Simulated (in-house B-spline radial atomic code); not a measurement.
# Re⁶⁴⁺: excited configurations in jj coupling

Wanted: excitation energies of Re⁶⁴⁺ as differences of total energies (ΔSCF).

Method: Dirac-Hartree-Fock, average of configuration, Fermi nucleus, basis-set limit. Code: in-house B-spline radial atomic code version 1.

## Step 1: Starting point

| Property | Result |
| --- | --- |
| element | rhenium (Z = 75) |
| charge | +64 |
| electrons | 11 |
| configuration | 1s2 2s2 2p6 3s1 |
| Hamiltonian | Dirac-Coulomb |
| nucleus | Fermi, rms radius 5.370 fm |

Settings, as recorded:

```ini
Z = 75
electrons = 11.0
configuration = 1s2 2s2 2p6 3s1
hamiltonian = dirac
method = hf
spin_polarised = False
nucleus = fermi
rms_radius = 5.3698
mass_number = 187
atomic_mass = 186.955752217
speed_of_light = 137.035999084
```

From the earlier run of the reference: total energy -11680.145067 hartree. Levels, eight at most:

```csv
orbital,occupation,energy (eV),<r> (bohr)
1s1/2,2,-77767.0,0.01802
2s1/2,2,-17925.0,0.07435
2p1/2,2,-17424.7,0.06147
2p3/2,4,-15932.5,0.06914
3s1/2,1,-7377.83,0.1792
```

## Step 2: 1s2 2s2 2p-2 2p+3 3s1 4d+1

In configurations, a minus sign after the shell means j = l − 1/2 and a plus sign j = l + 1/2; the count of electrons follows.

Settings, as recorded:

```ini
Z = 75
electrons = 11.0
configuration = 1s2 2s2 2p-2 2p+3 3s1 4d+1
hamiltonian = dirac
method = hf
spin_polarised = False
nucleus = fermi
rms_radius = 5.3698
mass_number = 187
atomic_mass = 186.955752217
speed_of_light = 137.035999084
```

## Step 3: 1s2 2s2 2p6 6d-1

The settings differ from step 2 so:

```diff
@@ -2,3 +2,3 @@
 electrons = 11.0
-configuration = 1s2 2s2 2p-2 2p+3 3s1 4d+1
+configuration = 1s2 2s2 2p6 6d-1
 hamiltonian = dirac
```

## Step 4: Run with 1s2 2s2 2p-2 2p+3 3s1 5f-1

The settings differ from step 3 so:

```diff
@@ -2,3 +2,3 @@
 electrons = 11.0
-configuration = 1s2 2s2 2p6 6d-1
+configuration = 1s2 2s2 2p-2 2p+3 3s1 5f-1
 hamiltonian = dirac
```

## Step 5: 1s2 2s1 2p6 3s1 7s1

The settings differ from step 4 so:

```diff
@@ -2,3 +2,3 @@
 electrons = 11.0
-configuration = 1s2 2s2 2p-2 2p+3 3s1 5f-1
+configuration = 1s2 2s1 2p6 3s1 7s1
 hamiltonian = dirac
```

## Step 6: Run with 1s2 2s1 2p6 3s1 3d+1

The settings differ from step 5 so:

```diff
@@ -2,3 +2,3 @@
 electrons = 11.0
-configuration = 1s2 2s1 2p6 3s1 7s1
+configuration = 1s2 2s1 2p6 3s1 3d+1
 hamiltonian = dirac
```

**Question.** How far above the reference does each configuration lie (order and size, in eV)?

**Answer**, as computed:

| net move | configuration | energy above the reference (eV) | with Breit, QED, recoil (eV) | largest <r> (bohr) |
| --- | --- | --- | --- | --- |
| 3s → 6d3/2 | 1s2 2s2 2p6 6d-1 | 5743.76 | 5732.32 | 0.764 |
| 2s → 3d5/2 | 1s2 2s1 2p6 3s1 3d+1 | 11337.7 | 11294.3 | 0.183 |
| 2p3/2 → 4d5/2 | 1s2 2s2 2p-2 2p+3 3s1 4d+1 | 12248.5 | 12221.9 | 0.313 |
| 2p3/2 → 5f5/2 | 1s2 2s2 2p-2 2p+3 3s1 5f-1 | 13602.2 | 13575.0 | 0.477 |
| 2s → 7s | 1s2 2s1 2p6 3s1 7s1 | 16660.7 | 16615.6 | 1.06 |

**Reading.** The energies run from 5743.76 eV (3s → 6d3/2) to 16660.7 eV (2s → 7s). Koopmans' estimate of the ionisation threshold is 7377.83 eV; 4 configurations exceed it by over 2 % and could autoionise. Two partly filled shells share a symmetry and can mix in the average, which may lower the energy, for: 2s → 3d5/2; 2s → 7s. These are averages over configurations, without correlation, not spectroscopic levels.
